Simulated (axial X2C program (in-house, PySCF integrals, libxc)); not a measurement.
# A two-component session on BrB⁺: EOM-EA-CCSD levels

Aim: EOM-EA-CCSD levels of BrB⁺, with spin–orbit coupling in the Hamiltonian from the start.

Computed with an in-house X2C program for linear molecules on PySCF integrals. Level: two-component X2C with atomic mean-field terms, Br dyall-acv3z, B dyall-av3z.

All values are calculated.

## Step 1: The job

The input, task.json:

```json
{"zs": [35, 5], "q": 1, "bas": ["dyall-acv3z", "dyall-av3z"], "r0": 1.99, "eom": "ea", "thr": -2.0, "nmax": 92, "grid": [1, 0.96, 1.045, 0.92, 1.09, 1.15]}
```

Keys: zs atomic numbers; q charge; bas basis sets; r0 starting distance in Å; eom kind of EOM run; thr threshold in hartree for freezing inner shells (an s shell follows its p shell); nmax most natural virtual spinors; grid distances as factors.

On the command line:

```console
python soeom.py task.json out
```

The runs that follow: EOM-EA-CCSD at 1.749 Å.

Before running it: what results should come out? Wanted: next root led by one particle; T1 of the reference.

**Answer**, as computed:

| quantity | value |
| --- | --- |
| lowest root at 1.749 Å | Ω = 1/2, 19.498 eV |
| next root led by one particle | Ω = 1/2, about 36520 cm⁻¹ higher |
| T1 of the reference | 0.033 |

What this shows: The added electron is bound by 19.50 eV in a spinor of 48% B pσ, 31% B sσ, 12% Br pσ. Errors of 0.1 to 0.3 eV are usual at this size, and roots led by higher excitations are left out, so the list is incomplete, and low states of that kind can be missing. T1 or the largest double amplitude of the reference is raised, which lowers the reliability.
